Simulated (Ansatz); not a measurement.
## Ba3Sr, space group I4/mmm: a breakdown of dispersion, smearing and cutoff terms

Program: Ansatz 0.2.0 through its Python package.

The script, `ba3sr_terms.py`:
```python
"""Taking single terms out of the free energy of Ba3Sr."""

import warnings

import ansatz as az

SMEARING_WIDTH = 0.05
MESH = (6, 6, 6)

warnings.simplefilter("ignore", az.DeckWarning)

lattice = az.Lattice.of(
    [-3.152608, 3.152608, 6.516703],
    [3.152608, -3.152608, 6.516703],
    [3.152608, 3.152608, -6.516703],
)
sites = [
    ("Ba", [0.75, 0.25, 0.5]),
    ("Ba", [0.25, 0.75, 0.5]),
    ("Ba", [0.5, 0.5, 0.0]),
    ("Sr", [0.0, 0.0, 0.0]),
]
crystal = az.Crystal(lattice=lattice)
for symbol, position in sites:
    crystal = crystal.atom(symbol, position)

calc = crystal.calculation().occupations(az.OccupationsMethod.FERMI_DIRAC, width=SMEARING_WIDTH).kpoints(*MESH)
with_term = calc.functional("pbesol", dispersion="d3bjatm").basis(340).cutoff_correction(490).run().report
without = calc.functional("pbesol").basis(340).run().report
finer = calc.functional("pbesol").basis(490).run().report
removed = az.free_energy_without(with_term, az.EnergyTerm.DISPERSION)
print(f"dispersion term            {with_term['components']['e_disp']:.5f} eV")
print(f"F less dispersion          {removed:.5f} eV, run without it {without['free_energy_ev']:.5f} eV")
print(f"F less smearing term       {az.free_energy_without(without, az.EnergyTerm.SMEARING):.5f} eV")
print(f"estimated gain to 490 eV   {with_term['cutoff_correction']['energy_ev']:.5f} eV, found {finer['free_energy_ev'] - without['free_energy_ev']:.5f} eV")
```

```console
$ python ba3sr_terms.py
dispersion term            -0.90199 eV
F less dispersion          -21079.88737 eV, run without it -21079.88737 eV
F less smearing term       -21079.83298 eV
estimated gain to 490 eV   -0.00593 eV, found -0.00604 eV
```

Absolute energies stand on the zero of these potentials, so only differences at equal settings mean something. A total without «per atom» is that of the whole cell that was run. The cutoff lies under the one recommended for these potentials in some of the runs. Dispersion corrections can be off by several per cent in the lattices of metals, and by several GPa in the pressure at a fixed cell. The structure comes from a database of computed cells and needn't be a stable or known phase. The script silences the warnings on its input, which a real study should read. Hardware and time: 30 s on 1 thread of Arm Neoverse V1 (shared host), peak memory 0.65 GiB.
